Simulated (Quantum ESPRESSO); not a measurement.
# Ta (Im-3m) in Quantum ESPRESSO: phonons and electron-phonon coupling with PBE

Aim: the phonons and electron-phonon coupling of Ta with PBE.

Program: Quantum ESPRESSO 7.5. These are calculated values, not measurements. Logs are shortened: lines on timing, memory, paths and dates and some standing lists are left out, and cuts for length are marked.

## (1) The crystal as given

Symmetry: Im-3m, No. 229, cubic system. The conventional cell has a = 3.303 Å, b = 3.303 Å, c = 3.303 Å, α = 90.00°, β = 90.00°, γ = 90.00°. Ta (site symmetry m-3m) has 8 Ta at 2.86 Å as nearest neighbours.

## (2) Phonons and electron-phonon coupling, PBE

Input file pw.in:

```
&CONTROL
  calculation = 'scf'
  prefix = 'pwscf'
  outdir = './tmp'
  pseudo_dir = './pseudo'
  tprnfor = .true.
  tstress = .true.
  disk_io = 'low'
/
&SYSTEM
  ibrav = 0
  nat = 1
  ntyp = 1
  ecutwfc = 56
  ecutrho = 448
  nbnd = 12
  occupations = 'smearing'
  smearing = 'mp'
  degauss = 0.01999163
/
&ELECTRONS
  conv_thr = 2d-10
  electron_maxstep = 120
  mixing_beta = 0.5
/
ATOMIC_SPECIES
Ta   180.9479 ta_pbe_v1.uspp.F.UPF
CELL_PARAMETERS angstrom
  -1.6515000000    1.6515000000    1.6515000000
   1.6515000000   -1.6515000000    1.6515000000
   1.6515000000    1.6515000000   -1.6515000000
ATOMIC_POSITIONS crystal
Ta     0.0000000000    0.0000000000    0.0000000000
K_POINTS automatic
12 12 12 0 0 0
```

Input file scf2.in:

```
&CONTROL
  calculation = 'scf'
  prefix = 'pwscf'
  outdir = './tmp'
  pseudo_dir = './pseudo'
  tprnfor = .true.
  tstress = .true.
  disk_io = 'low'
/
&SYSTEM
  ibrav = 0
  nat = 1
  ntyp = 1
  ecutwfc = 56
  ecutrho = 448
  nbnd = 12
  occupations = 'smearing'
  smearing = 'mp'
  degauss = 0.01999163
/
&ELECTRONS
  conv_thr = 1d-13
  electron_maxstep = 120
  mixing_beta = 0.5
  startingpot = 'file'
  startingwfc = 'file'
/
ATOMIC_SPECIES
Ta   180.9479 ta_pbe_v1.uspp.F.UPF
CELL_PARAMETERS angstrom
  -1.6515000000    1.6515000000    1.6515000000
   1.6515000000   -1.6515000000    1.6515000000
   1.6515000000    1.6515000000   -1.6515000000
ATOMIC_POSITIONS crystal
Ta     0.0000000000    0.0000000000    0.0000000000
K_POINTS automatic
12 12 12 0 0 0
```

Input file dense.in:

```
&CONTROL
  calculation = 'scf'
  prefix = 'pwscf'
  outdir = './tmp'
  pseudo_dir = './pseudo'
  tprnfor = .true.
  tstress = .true.
  disk_io = 'low'
/
&SYSTEM
  ibrav = 0
  nat = 1
  ntyp = 1
  ecutwfc = 56
  ecutrho = 448
  nbnd = 12
  occupations = 'smearing'
  smearing = 'mp'
  degauss = 0.01999163
  la2F = .true.
/
&ELECTRONS
  conv_thr = 1d-12
  electron_maxstep = 120
  mixing_beta = 0.5
  startingpot = 'file'
/
ATOMIC_SPECIES
Ta   180.9479 ta_pbe_v1.uspp.F.UPF
CELL_PARAMETERS angstrom
  -1.6515000000    1.6515000000    1.6515000000
   1.6515000000   -1.6515000000    1.6515000000
   1.6515000000    1.6515000000   -1.6515000000
ATOMIC_POSITIONS crystal
Ta     0.0000000000    0.0000000000    0.0000000000
K_POINTS automatic
36 36 36 0 0 0
```

Input file scf3.in:

```
&CONTROL
  calculation = 'scf'
  prefix = 'pwscf'
  outdir = './tmp'
  pseudo_dir = './pseudo'
  tprnfor = .true.
  tstress = .true.
  disk_io = 'low'
/
&SYSTEM
  ibrav = 0
  nat = 1
  ntyp = 1
  ecutwfc = 56
  ecutrho = 448
  nbnd = 12
  occupations = 'smearing'
  smearing = 'mp'
  degauss = 0.01999163
/
&ELECTRONS
  conv_thr = 1d-12
  electron_maxstep = 120
  mixing_beta = 0.5
  startingpot = 'file'
/
ATOMIC_SPECIES
Ta   180.9479 ta_pbe_v1.uspp.F.UPF
CELL_PARAMETERS angstrom
  -1.6515000000    1.6515000000    1.6515000000
   1.6515000000   -1.6515000000    1.6515000000
   1.6515000000    1.6515000000   -1.6515000000
ATOMIC_POSITIONS crystal
Ta     0.0000000000    0.0000000000    0.0000000000
K_POINTS automatic
12 12 12 0 0 0
```

Input file ph.in:

```
phonon_bands of Ta
&INPUTPH
  prefix = 'pwscf'
  outdir = './tmp'
  tr2_ph = 1d-18
  fildyn = 'dyn'
  niter_ph = 90
  alpha_mix(1) = 0.4
  ldisp = .true.
  nq1 = 4
  nq2 = 4
  nq3 = 4
  electron_phonon = 'interpolated'
  el_ph_sigma = 0.005
  el_ph_nsigma = 10
  fildvscf = 'dvscf'
/
```

Input file q2r.in:

```
&INPUT
  fildyn = 'dyn'
  zasr = 'crystal'
  flfrc = 'fc'
  la2F = .true.
/
```

Input file matdyn.in:

```
&INPUT
  asr = 'crystal'
  flfrc = 'fc'
  flfrq = 'freq'
  q_in_cryst_coord = .true.
  flvec = ' '
/
80
 0.0000000000  0.0000000000  0.0000000000
 0.0312500000 -0.0312500000  0.0312500000
 0.0625000000 -0.0625000000  0.0625000000
 0.0937500000 -0.0937500000  0.0937500000
 0.1250000000 -0.1250000000  0.1250000000
 0.1562500000 -0.1562500000  0.1562500000
 0.1875000000 -0.1875000000  0.1875000000
 0.2187500000 -0.2187500000  0.2187500000
 0.2500000000 -0.2500000000  0.2500000000
 0.2812500000 -0.2812500000  0.2812500000
 0.3125000000 -0.3125000000  0.3125000000
 0.3437500000 -0.3437500000  0.3437500000
 0.3750000000 -0.3750000000  0.3750000000
 0.4062500000 -0.4062500000  0.4062500000
 0.4375000000 -0.4375000000  0.4375000000
 0.4687500000 -0.4687500000  0.4687500000
 0.5000000000 -0.5000000000  0.5000000000
 0.4545454545 -0.4545454545  0.5000000000
 0.4090909091 -0.4090909091  0.5000000000
 0.3636363636 -0.3636363636  0.5000000000
 0.3181818182 -0.3181818182  0.5000000000
 0.2727272727 -0.2727272727  0.5000000000
 0.2272727273 -0.2272727273  0.5000000000
 0.1818181818 -0.1818181818  0.5000000000
 0.1363636364 -0.1363636364  0.5000000000
 0.0909090909 -0.0909090909  0.5000000000
 0.0454545455 -0.0454545455  0.5000000000
 0.0000000000  0.0000000000  0.5000000000
 0.0000000000  0.0000000000  0.4583333333
 0.0000000000  0.0000000000  0.4166666667
 0.0000000000  0.0000000000  0.3750000000
 0.0000000000  0.0000000000  0.3333333333
 0.0000000000  0.0000000000  0.2916666667
 0.0000000000  0.0000000000  0.2500000000
 0.0000000000  0.0000000000  0.2083333333
 0.0000000000  0.0000000000  0.1666666667
 0.0000000000  0.0000000000  0.1250000000
 0.0000000000  0.0000000000  0.0833333333
 0.0000000000  0.0000000000  0.0416666667
 0.0000000000  0.0000000000  0.0000000000
 0.0166666667  0.0166666667  0.0166666667
 0.0333333333  0.0333333333  0.0333333333
 0.0500000000  0.0500000000  0.0500000000
 0.0666666667  0.0666666667  0.0666666667
 0.0833333333  0.0833333333  0.0833333333
 0.1000000000  0.1000000000  0.1000000000
 0.1166666667  0.1166666667  0.1166666667
 0.1333333333  0.1333333333  0.1333333333
 0.1500000000  0.1500000000  0.1500000000
 0.1666666667  0.1666666667  0.1666666667
 0.1833333333  0.1833333333  0.1833333333
 0.2000000000  0.2000000000  0.2000000000
 0.2166666667  0.2166666667  0.2166666667
 0.2333333333  0.2333333333  0.2333333333
 0.2500000000  0.2500000000  0.2500000000
 0.2666666667  0.2000000000  0.2666666667
 0.2833333333  0.1500000000  0.2833333333
 0.3000000000  0.1000000000  0.3000000000
 0.3166666667  0.0500000000  0.3166666667
 0.3333333333  0.0000000000  0.3333333333
 0.3500000000 -0.0500000000  0.3500000000
 0.3666666667 -0.1000000000  0.3666666667
 0.3833333333 -0.1500000000  0.3833333333
 0.4000000000 -0.2000000000  0.4000000000
 0.4166666667 -0.2500000000  0.4166666667
 0.4333333333 -0.3000000000  0.4333333333
 0.4500000000 -0.3500000000  0.4500000000
 0.4666666667 -0.4000000000  0.4666666667
 0.4833333333 -0.4500000000  0.4833333333
 0.5000000000 -0.5000000000  0.5000000000
 0.2500000000  0.2500000000  0.2500000000
 0.2222222222  0.2222222222  0.2777777778
 0.1944444444  0.1944444444  0.3055555556
 0.1666666667  0.1666666667  0.3333333333
 0.1388888889  0.1388888889  0.3611111111
 0.1111111111  0.1111111111  0.3888888889
 0.0833333333  0.0833333333  0.4166666667
 0.0555555556  0.0555555556  0.4444444444
 0.0277777778  0.0277777778  0.4722222222
 0.0000000000  0.0000000000  0.5000000000
```

Input file matdyn_dos.in:

```
&INPUT
  asr = 'crystal'
  flfrc = 'fc'
  dos = .true.
  fldos = 'phdos'
  nk1 = 18
  nk2 = 18
  nk3 = 18
  deltaE = 0.5
  flvec = ' '
  flfrq = ' '
/
```

Input file matdyn_a2f.in:

```
&INPUT
  asr = 'crystal'
  flfrc = 'fc'
  la2F = .true.
  dos = .true.
  fldos = 'dos2'
  nk1 = 14
  nk2 = 14
  nk3 = 14
  ndos = 60
  el_ph_nsigma = 10
  flfrq = 'dosfreq2'
  flvec = ' '
/
```

Input file matdyn_mesh.in:

```
&INPUT
  asr = 'crystal'
  flfrc = 'fc'
  flfrq = 'mesh'
  q_in_cryst_coord = .true.
  flvec = ' '
/
1000
 0.05000000  0.05000000  0.05000000
 0.05000000  0.05000000  0.15000000
 0.05000000  0.05000000  0.25000000
[... 997 further points of the even 10 x 10 x 10 mesh, shifted by half a step ...]
```

Potentials or basis: GBRV 1.5 PBE.

Run with:

```bash
$ OMP_NUM_THREADS=1 mpirun -n 4 pw.x -nk 4 -in pw.in > pw.out
$ OMP_NUM_THREADS=1 mpirun -n 4 pw.x -nk 4 -in scf2.in > scf2.out
$ OMP_NUM_THREADS=1 mpirun -n 4 pw.x -nk 4 -in dense.in > dense.out
$ OMP_NUM_THREADS=1 mpirun -n 4 pw.x -nk 4 -in scf3.in > scf3.out
$ OMP_NUM_THREADS=1 mpirun -n 4 ph.x -nk 4 -in ph.in > ph.out
$ OMP_NUM_THREADS=1 mpirun -n 1 q2r.x -in q2r.in > q2r.out
$ OMP_NUM_THREADS=1 mpirun -n 1 matdyn.x -in matdyn.in > matdyn.out
$ OMP_NUM_THREADS=1 mpirun -n 1 matdyn.x -in matdyn_dos.in > matdyn_dos.out
$ OMP_NUM_THREADS=1 mpirun -n 1 matdyn.x -in matdyn_a2f.in > matdyn_a2f.out
$ OMP_NUM_THREADS=1 mpirun -n 1 matdyn.x -in matdyn_mesh.in > matdyn_mesh.out
```

pw.out:

```text
This program is part of the open-source Quantum ESPRESSO suite
     for quantum simulation of materials; please cite
[... 6 lines left out ...]
     using ibrav=0 with symmetry is DISCOURAGED, use correct ibrav instead

     K-points division:     npool     =       4
     Subspace diagonalization in iterative solution of the eigenvalue problem:
     a serial algorithm will be used

     G-vector sticks info
     --------------------
     sticks:   dense  smooth     PW     G-vecs:    dense   smooth      PW
     Sum         981     483    181                19477     6819    1601

     Using Slab Decomposition

     bravais-lattice index     =            0
     lattice parameter (alat)  =       5.4055  a.u.
     unit-cell volume          =     121.5885 (a.u.)^3
     number of atoms/cell      =            1
     number of atomic types    =            1
     number of electrons       =        13.00
     number of Kohn-Sham states=           12
     kinetic-energy cutoff     =      56.0000  Ry
     charge density cutoff     =     448.0000  Ry
     scf convergence threshold =      2.0E-10
     mixing beta               =       0.5000
     number of iterations used =            8  plain     mixing
     Exchange-correlation= SLA  PW   PBE  PBE
                           (   1   4   3   4   0   0   0)

     celldm(1)=   5.405527  celldm(2)=   0.000000  celldm(3)=   0.000000
     celldm(4)=   0.000000  celldm(5)=   0.000000  celldm(6)=   0.000000

     crystal axes: (cart. coord. in units of alat)
               a(1) = (  -0.577350   0.577350   0.577350 )
               a(2) = (   0.577350  -0.577350   0.577350 )
               a(3) = (   0.577350   0.577350  -0.577350 )

     reciprocal axes: (cart. coord. in units 2 pi/alat)
               b(1) = ( -0.000000  0.866025  0.866025 )
               b(2) = (  0.866025 -0.000000  0.866025 )
               b(3) = (  0.866025  0.866025  0.000000 )

     PseudoPot. # 1 for Ta read from file:
     ta_pbe_v1.uspp.F.UPF
     Pseudo is Ultrasoft + core correction, Zval = 13.0
     Generated by new atomic code, or converted to UPF format
     Using radial grid of  921 points,  7 beta functions with:
                l(1) =   0
                l(2) =   0
                l(3) =   1
                l(4) =   1
                l(5) =   2
                l(6) =   2
                l(7) =   3
     Q(r) pseudized with  6 coefficients,  rinner =    1.300   1.300   1.300
                                                       1.300   1.300   1.300
                                                       1.300

     atomic species   valence    mass     pseudopotential
     Ta               13.00   180.94790     Ta( 1.00)

     48 Sym. Ops., with inversion, found

   Cartesian axes

     site n.     atom                  positions (alat units)
         1        Ta     tau(   1) = (   0.0000000   0.0000000   0.0000000  )

     number of k points=    72  Methfessel-Paxton smearing, width (Ry)=  0.0200
                       cart. coord. in units 2pi/alat
        k(    1) = (   0.0000000   0.0000000   0.0000000), wk =   0.0011574
        k(    2) = (   0.0721688   0.0721688   0.0000000), wk =   0.0138889
        k(    3) = (   0.1443376   0.1443376   0.0000000), wk =   0.0138889
        k(    4) = (   0.2165064   0.2165064   0.0000000), wk =   0.0138889
        k(    5) = (   0.2886751   0.2886751   0.0000000), wk =   0.0138889
        k(    6) = (   0.3608439   0.3608439   0.0000000), wk =   0.0138889
[... 64 lines left out ...]
        k(   71) = (  -0.8660254  -0.0721688  -0.0721688), wk =   0.0138889
        k(   72) = (  -0.8660254  -0.8660254  -0.8660254), wk =   0.0011574

     Dense  grid:    19477 G-vectors     FFT dimensions: (  40,  40,  40)

     Smooth grid:     6819 G-vectors     FFT dimensions: (  25,  25,  25)

     Initial potential from superposition of free atoms

     starting charge      12.9989, renormalised to      13.0000

     negative rho (up, down):  9.499E-02 0.000E+00
     Starting wfcs are   13 randomized atomic wfcs

     Self-consistent Calculation

     iteration #  1     ecut=    56.00 Ry     beta= 0.50
     Davidson diagonalization with overlap
     ethr =  1.00E-02,  avg # of iterations =  3.8

     Threshold (ethr) on eigenvalues was too large:
     Diagonalizing with lowered threshold

     Davidson diagonalization with overlap
     ethr =  1.75E-04,  avg # of iterations =  2.0

     negative rho (up, down):  9.747E-02 0.000E+00

     total energy              =    -141.87957944 Ry
     estimated scf accuracy    <       0.02368025 Ry

     iteration #  2     ecut=    56.00 Ry     beta= 0.50
     Davidson diagonalization with overlap
     ethr =  1.82E-04,  avg # of iterations =  1.8

     negative rho (up, down):  9.937E-02 0.000E+00

     total energy              =    -141.88161555 Ry
     estimated scf accuracy    <       0.00166042 Ry

     iteration #  3     ecut=    56.00 Ry     beta= 0.50
     Davidson diagonalization with overlap
     ethr =  1.28E-05,  avg # of iterations =  2.4
[... 33 lines left out ...]
     iteration #  7     ecut=    56.00 Ry     beta= 0.50
     Davidson diagonalization with overlap
     ethr =  3.38E-11,  avg # of iterations =  1.0

     negative rho (up, down):  1.004E-01 0.000E+00

     total energy              =    -141.88180142 Ry
     estimated scf accuracy    <          2.4E-09 Ry

     iteration #  8     ecut=    56.00 Ry     beta= 0.50
     Davidson diagonalization with overlap
     ethr =  1.87E-11,  avg # of iterations =  2.0

     negative rho (up, down):  1.004E-01 0.000E+00

     End of self-consistent calculation

          k = 0.0000 0.0000 0.0000 (   887 PWs)   bands (ev):

   -48.5185 -14.4374 -14.4374 -14.4374  10.7020  19.3626  19.3626  19.3626
    22.6348  22.6348  33.2096  33.2096

          k = 0.0722 0.0722 0.0000 (   885 PWs)   bands (ev):

   -48.5108 -14.5225 -14.4637 -14.4379  11.0091  19.1635  19.2965  19.6652
    22.3294  22.6353  33.4801  33.7426

          k = 0.1443 0.1443 0.0000 (   875 PWs)   bands (ev):

   -48.4899 -14.7496 -14.5348 -14.4391  11.8565  18.6667  18.9836  20.5521
    21.9520  22.6730  33.9500  35.2335

          k = 0.2165 0.2165 0.0000 (   875 PWs)   bands (ev):

   -48.4611 -15.0483 -14.6304 -14.4409  12.9904  18.0736  18.5313  21.9551
    22.0467  22.8150  33.4862  35.1817
[... 328 lines left out ...]
   -48.3293 -15.2550 -15.1989 -15.1989  15.1504  15.2559  23.2869  23.2869
    24.8446  25.5690  30.0531  30.0531

          k =-0.8660-0.0722-0.0722 (   856 PWs)   bands (ev):

   -48.3234 -15.2797 -15.2269 -15.2040  14.9984  15.0428  23.7877  23.8020
    25.5264  27.1835  28.1609  28.8235

          k =-0.8660-0.8660-0.8660 (   856 PWs)   bands (ev):

   -48.3176 -15.2551 -15.2551 -15.2551  14.8199  14.8199  25.4670  25.4670
    25.4670  27.2022  27.2022  27.2022

     the Fermi energy is    18.6041 ev

!    total energy              =    -141.88180142 Ry
     estimated scf accuracy    <          8.8E-12 Ry
     smearing contrib. (-TS)   =      -0.00036276 Ry
     internal energy E=F+TS    =    -141.88143867 Ry

     The total energy is F=E-TS. E is the sum of the following terms:
     one-electron contribution =     -15.22220151 Ry
     hartree contribution      =      14.14724101 Ry
     xc contribution           =     -42.27178251 Ry
     ewald contribution        =     -98.53469565 Ry

     convergence has been achieved in   8 iterations

     negative rho (up, down):  1.004E-01 0.000E+00

     Forces acting on atoms (cartesian axes, Ry/au):

     atom    1 type  1   force =     0.00000000    0.00000000    0.00000000

     Total force =     0.000000     Total SCF correction =     0.000000

     Computing stress (Cartesian axis) and pressure

     negative rho (up, down):  1.004E-01 0.000E+00
          total   stress  (Ry/bohr**3)                   (kbar)     P=       22.59
   0.00015356   0.00000000  -0.00000000           22.59        0.00       -0.00
   0.00000000   0.00015356  -0.00000000            0.00       22.59       -0.00
   0.00000000   0.00000000   0.00015356            0.00        0.00       22.59

=------------------------------------------------------------------------------=
   JOB DONE.
=------------------------------------------------------------------------------=
```

Wall time 8.1 min (4 MPI ranks of AMD EPYC 9R45 (Zen 5), shared host); peak memory 0.52 GiB.

Results:

```
Free energy              : -1930.4002 eV
Pressure                 : 2.3 GPa
Band gap on the k mesh   : none (metal or under the smearing width)
Highest phonon frequency : 166 cm⁻¹
Zero-point energy        : 0.021 eV/atom
```

Phonon frequencies in cm⁻¹ (negative: imaginary):
```
               q point  frequencies
 (0.000, 0.000, 0.000)        0 0 0
(0.219, -0.219, 0.219)    86 86 142
(0.438, -0.438, 0.438)  154 164 164
(0.273, -0.273, 0.500)  115 142 156
 (0.000, 0.000, 0.458)   89 139 140
 (0.000, 0.000, 0.167)     41 42 84
 (0.050, 0.050, 0.050)     27 27 65
 (0.167, 0.167, 0.167)    82 82 150
 (0.283, 0.150, 0.283)  106 128 128
(0.400, -0.200, 0.400)  117 141 141
 (0.250, 0.250, 0.250)  123 123 123
 (0.056, 0.056, 0.444)   89 136 140
```

Phonon frequencies at the corners of the path (cm⁻¹, interpolated; i marks imaginary ones):
| point | frequencies |
| --- | --- |
| Γ | 0 0 0 |
| H | 166 166 166 |
| N | 90 139 142 |
| P | 123 123 123 |

Phonon states per cell in windows of 10 cm⁻¹ (negative: imaginary):
| from (cm⁻¹) | total |
| --- | --- |
| 0 | 0.00 |
| 10 | 0.01 |
| 20 | 0.02 |
| 30 | 0.03 |
| 40 | 0.05 |
| 50 | 0.08 |
| 60 | 0.11 |
| 70 | 0.16 |
| 80 | 0.34 |
| 90 | 0.31 |
| 100 | 0.21 |
| 110 | 0.23 |
| 120 | 0.26 |
| 130 | 0.45 |
| 140 | 0.61 |
| 150 | 0.09 |
| 160 | 0.02 |

Harmonic thermodynamics per atom at this volume (zero-point energy 20.7 meV, Debye temperature from the second moment 215 K):
```
 T (K)  free energy (meV)  entropy (k_B)  heat capacity Cv (k_B)
    50               19.8           0.71                    1.40
   100               13.7           2.06                    2.41
   200              -12.7           3.91                    2.83
298.15              -51.0           5.06                    2.92
   500             -153.4           6.59                    2.97
   800             -343.2           7.99                    2.99
```

Electron-phonon coupling by broadening of the double delta (levels on a 36 × 36 × 36 mesh):
```csv
broadening (eV),λ,N(E_F) (states/eV a spin and cell),ω_log (K),"Tc, μ* 0.10 (K)","Tc, μ* 0.13 (K)"
0.07,0.94,0.609,128,8.1,6.8
0.14,1.03,0.643,132,9.6,8.2
0.20,1.06,0.658,133,10.1,8.7
0.27,1.06,0.661,134,10.2,8.8
0.34,1.05,0.656,134,10.0,8.6
0.41,1.02,0.645,133,9.6,8.3
0.48,1.00,0.631,133,9.2,7.9
0.54,0.97,0.616,133,8.8,7.5
0.61,0.94,0.601,133,8.4,7.1
0.68,0.91,0.586,133,8.0,6.7
```

The same from a weighted sum over the computed q points, without interpolation:
| broadening (eV) | λ | ω_log (K) | Tc, μ* 0.10 (K) | Tc, μ* 0.13 (K) |
| --- | --- | --- | --- | --- |
| 0.07 | 0.83 | 150 | 7.6 | 6.2 |
| 0.14 | 0.93 | 150 | 9.2 | 7.8 |
| 0.20 | 0.96 | 151 | 9.8 | 8.3 |
| 0.27 | 0.96 | 151 | 9.9 | 8.4 |
| 0.34 | 0.95 | 151 | 9.7 | 8.2 |
| 0.41 | 0.93 | 150 | 9.3 | 7.9 |
| 0.48 | 0.91 | 150 | 8.9 | 7.5 |
| 0.54 | 0.88 | 150 | 8.5 | 7.0 |
| 0.61 | 0.86 | 149 | 8.0 | 6.6 |
| 0.68 | 0.83 | 149 | 7.6 | 6.2 |

Eliashberg function at a broadening of 0.27 eV:
```tsv
cm⁻¹	α²F
4	0.000
13	0.004
21	0.014
30	0.029
38	0.055
47	0.086
55	0.123
63	0.168
72	0.233
80	0.372
89	1.011
97	0.484
106	0.388
114	0.401
123	0.453
131	0.494
140	1.636
148	0.296
156	0.083
165	0.014
```

Coupling and linewidth of each mode at the computed q points (broadening 0.27 eV):
| q | cm⁻¹ | λ of the modes | linewidths (GHz) |
| --- | --- | --- | --- |
| (0.00, 0.00, 0.25) | 59 75 111 | 0.41 0.21 0.29 | 11 9 28 |
| (0.00, 0.00, -0.50) | 90 139 142 | 0.38 0.58 0.14 | 24 87 21 |
| (0.00, 0.25, 0.25) | 90 100 146 | 0.39 0.41 0.21 | 24 32 35 |
| (0.25, 0.25, 0.25) | 123 123 123 | 0.46 0.46 0.47 | 53 54 54 |
| (0.25, 0.25, -0.25) | 103 103 143 | 0.36 0.36 0.27 | 30 30 42 |
| (0.25, -0.50, -0.50) | 108 139 154 | 0.47 0.33 0.09 | 43 49 17 |
| (-0.50, -0.50, -0.50) | 166 166 166 | 0.11 0.11 0.12 | 24 24 25 |

Caveat: λ from interpolated matrix elements is rough: modes that symmetry makes equal can differ by tens of percent. Spin-orbit coupling is left out, which matters for the levels of Ta.
